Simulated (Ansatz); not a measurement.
**BaAlSi: how the settings move a single-point run**

How sensitive is a single-point run of BaAlSi to its settings? A reference run comes first, then two runs with altered input.

Program: Ansatz 0.2.0. Level of theory: reference: DFT, r2SCAN, all-electron PAW with datasets made for the crystal, scalar-relativistic. These are calculated values, not measurements.

### Step 1. The system as given

The structure is orthorhombic, space group Amm2 (No. 38). Conventional cell: a = 5.226 Å, b = 4.308 Å, c = 7.461 Å, α = 90.00°, β = 90.00°, γ = 90.00°. Around Ba (site symmetry mm2) lie 6 Al at 3.54 to 3.77 Å and 6 Si at 3.54 to 3.77 Å. Al (site symmetry mm2) is surrounded by 3 Si at 2.04 to 2.74 Å. Si (site symmetry mm2) has 3 Al at 2.04 to 2.74 Å as nearest neighbours.

Coordinates:

```
Ba Al Si
1.0
     4.30761    0.00000    0.00000
    -2.15381    3.73050    0.00000
     0.00000    0.00000    5.22585
Ba Al Si
1 1 1
Direct
  0.00000 0.00000 0.00000
  0.63667 0.27333 0.50000
  0.36333 0.72667 0.50000
```

### Step 2. The reference run

Contents of input.yaml:

```yaml
crystal:
  lattice:
    - [4.307614419, 0.0, 0.0]
    - [-2.1538072095, 3.7305035166, 0.0]
    - [0.0, 0.0, 5.22585497]
  atoms:
    - { symbol: Ba, position: [0.0, 0.0, 0.0] }
    - { symbol: Al, position: [0.6366666667, 0.2733333333, 0.5] }
    - { symbol: Si, position: [0.3633333333, 0.7266666667, 0.5] }
kpoints:
  mp_grid: { grid: [8, 8, 6] }
scf:
  occupations: { method: fermi_dirac, width: 0.05 }
hamiltonian:
  xc: r2scan
  pseudopotentials: { kind: all_electron, datasets: crystal }
output:
  forces: true
  stress: true
  eigenvalues: true
  efg: { contact_densities: true }
```

The run is started by

```bash
$ ansatz run input.yaml --threads 1 --pin off --max-ram 3072MiB --backend cpu --events-out ev --progress --plain --runs-dir out
```

### Step 3. Changed: mp_grid.shift [0.5, 0.5, 0.5], xc pbesol

Changes to input.yaml since step 2:

```diff
@@ -10,3 +10,3 @@
 kpoints:
-  mp_grid: { grid: [8, 8, 6] }
+  mp_grid: { grid: [8, 8, 6], shift: [0.5, 0.5, 0.5] }
 scf:
@@ -14,3 +14,3 @@
 hamiltonian:
-  xc: r2scan
+  xc: pbesol
   pseudopotentials: { kind: all_electron, datasets: crystal }
```

### Step 4. Variant: mp_grid.grid [5, 5, 4], mixing.algorithm msr1, mixing.beta 0.7, dr2_threshold 1.0e-08

Changes to input.yaml since step 2:

```diff
@@ -10,5 +10,7 @@
 kpoints:
-  mp_grid: { grid: [8, 8, 6] }
+  mp_grid: { grid: [5, 5, 4] }
 scf:
   occupations: { method: fermi_dirac, width: 0.05 }
+  mixing: { algorithm: msr1, beta: 0.7 }
+  convergence: { dr2_threshold: 1.0e-08 }
 hamiltonian:
```

What does the calculation give? Wanted: for each run, ending; energy change; pressure; gap; force.

**Answer**, as computed:

| run | ending | energy change | pressure (GPa) | gap (eV) | force (eV/Å) | cycles | time |
| --- | --- | --- | --- | --- | --- | --- | --- |
| reference | converged | 0 | 5.0 | 0.00 | 6.87 | 10 | 74 s |
| 1: mp_grid.shift [0.5, 0.5, 0.5], xc pbesol | converged | not comparable | 3.2 | 0.00 | 6.66 | 9 | 18 s |
| 2: mp_grid.grid [5, 5, 4], mixing.algorithm msr1, mixing.beta 0.7, dr2_threshold 1.0e-08 | converged | -3.6 meV/atom | 4.9 | 0.00 | 6.87 | 12 | 28 s |

Residual by cycle in the longest SCF loop of each run; runs are numbered as in the table. The quantity is the density residual dr2, in eV.

| cycle | reference | run 1 | run 2 |
| --- | --- | --- | --- |
| 1 | 1.61 | 1.49 | 1.67 |
| 2 | 0.694 | 0.427 | 0.405 |
| 3 | 0.0379 | 0.0121 | 0.0359 |
| 4 | 0.012 | 0.00408 | 0.0103 |
| 5 | 5.8e-4 | 3.9e-4 | 3.2e-4 |
| 6 | 9.7e-5 | 1.2e-5 | 8.1e-5 |
| 7 | 4.0e-5 | 1.6e-6 | 3.3e-5 |
| 8 | 4.7e-6 | 1.5e-7 | 5.3e-6 |
| 9 | 4.6e-7 | 3.8e-8 | 4.4e-7 |
| 10 | 5.0e-8 | - | 8.7e-8 |
| 11 | - | - | 1.3e-8 |
| 12 | - | - | 5.8e-10 |

**Reading.** «mp_grid.grid [5, 5, 4], mixing.algorithm msr1, mixing.beta 0.7, dr2_threshold 1.0e-08» moves the energy by -3.6 meV/atom.
